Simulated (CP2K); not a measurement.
An input for CP2K 2026.2 (TaAs):

taas_workfunction.inp

```
&GLOBAL
  PROJECT taas_workfunction
  RUN_TYPE ENERGY_FORCE
  PRINT_LEVEL LOW
&END GLOBAL
&FORCE_EVAL
  METHOD QS
  &DFT
    BASIS_SET_FILE_NAME BASIS_MOLOPT_UZH
    POTENTIAL_FILE_NAME POTENTIAL_UZH
    SURFACE_DIPOLE_CORRECTION T
    SURF_DIP_DIR Z
    SURF_DIP_POS [angstrom] 20.37
    &MGRID
      CUTOFF 450
      REL_CUTOFF 60
      NGRIDS 4
    &END MGRID
    &QS
      METHOD GPW
      EPS_DEFAULT 1.0E-10
    &END QS
    &KPOINTS
      SCHEME MONKHORST-PACK 8 8 1
      GAMMA_CENTERED T
      SYMMETRY T
      SYMMETRY_BACKEND SPGLIB
    &END KPOINTS
    &SCF
      SCF_GUESS ATOMIC
      EPS_SCF 1.0E-6
      MAX_SCF 100
      ADDED_MOS 13
      CHOLESKY OFF
      EPS_EIGVAL 1.0E-7
      &DIAGONALIZATION ON
        ALGORITHM STANDARD
      &END DIAGONALIZATION
      &MIXING ON
        METHOD BROYDEN_MIXING
        ALPHA 0.2
        BETA 1.5
        NBUFFER 8
      &END MIXING
      &SMEAR ON
        METHOD FERMI_DIRAC
        ELECTRONIC_TEMPERATURE 580.23
      &END SMEAR
    &END SCF
    &XC
      &XC_FUNCTIONAL
        &GGA_X_PBE
        &END GGA_X_PBE
        &GGA_C_PBE
        &END GGA_C_PBE
      &END XC_FUNCTIONAL
    &END XC
    &PRINT
      &KPOINTS ON
      &END KPOINTS
      &MULLIKEN ON
      &END MULLIKEN
      &MO ON
        ENERGIES T
        OCCUPATION_NUMBERS T
        &EACH
          QS_SCF 0
        &END EACH
        ADD_LAST NUMERIC
      &END MO
      &LOWDIN ON
      &END LOWDIN
      &HIRSHFELD ON
        SHAPE_FUNCTION DENSITY
      &END HIRSHFELD
      &E_DENSITY_CUBE ON
        STRIDE 1
      &END E_DENSITY_CUBE
      &V_HARTREE_CUBE ON
        STRIDE 1
      &END V_HARTREE_CUBE
      &ELF_CUBE ON
        STRIDE 1
      &END ELF_CUBE
    &END PRINT
  &END DFT
  &SUBSYS
    &CELL
      A 3.3258600000 0.0000000000 0.0000000000
      B 0.0000000000 3.3258600000 0.0000000000
      C 0.0000000000 0.0000000000 25.7402900000
      PERIODIC XYZ
    &END CELL
    &COORD
      SCALED
      Ta  0.0000000000 0.0000000000 0.2717800000
      As  0.5000000000 0.5000000000 0.3109600000
    &END COORD
    &KIND Ta
      BASIS_SET TZVP-MOLOPT-PBE-GTH-q13
      POTENTIAL GTH-PBE-q13
    &END KIND
    &KIND As
      BASIS_SET TZVP-MOLOPT-PBE-GTH-q5
      POTENTIAL GTH-PBE-q5
    &END KIND
    &PRINT
      &ATOMIC_COORDINATES ON
      &END ATOMIC_COORDINATES
      &CELL ON
      &END CELL
      &SYMMETRY ON
      &END SYMMETRY
    &END PRINT
  &END SUBSYS
  &PRINT
    &FORCES ON
    &END FORCES
  &END PRINT
&END FORCE_EVAL
```

Potentials or basis: POTENTIAL_UZH Ta GTH-PBE-q13, As GTH-PBE-q5; TZVP-MOLOPT-PBE-GTH basis.

Launch:

```bash
$ OMP_NUM_THREADS=2 cp2k.psmp -i taas_workfunction.inp -o taas_workfunction.out
```

Question: What does the program do with it?

Answer: The run stopped without a result. It printed:

taas_workfunction.out:

```text
*******************************************************************************
 *   ___                                                                       *
 *  /   \                                                                      *
 * [ABORT]    A floating point type object was expected, found <[angstrom]>,   *
 *  \___/       File: 'taas_workfunction.inp', Line: 13, Column: 2, Chunk:     *
 *    |                                <[angstrom]>                            *
 *  O/|                                                                        *
 * /| |                                                                        *
 * / \                                          input/cp_parser_methods.F:1163 *
 *******************************************************************************
```
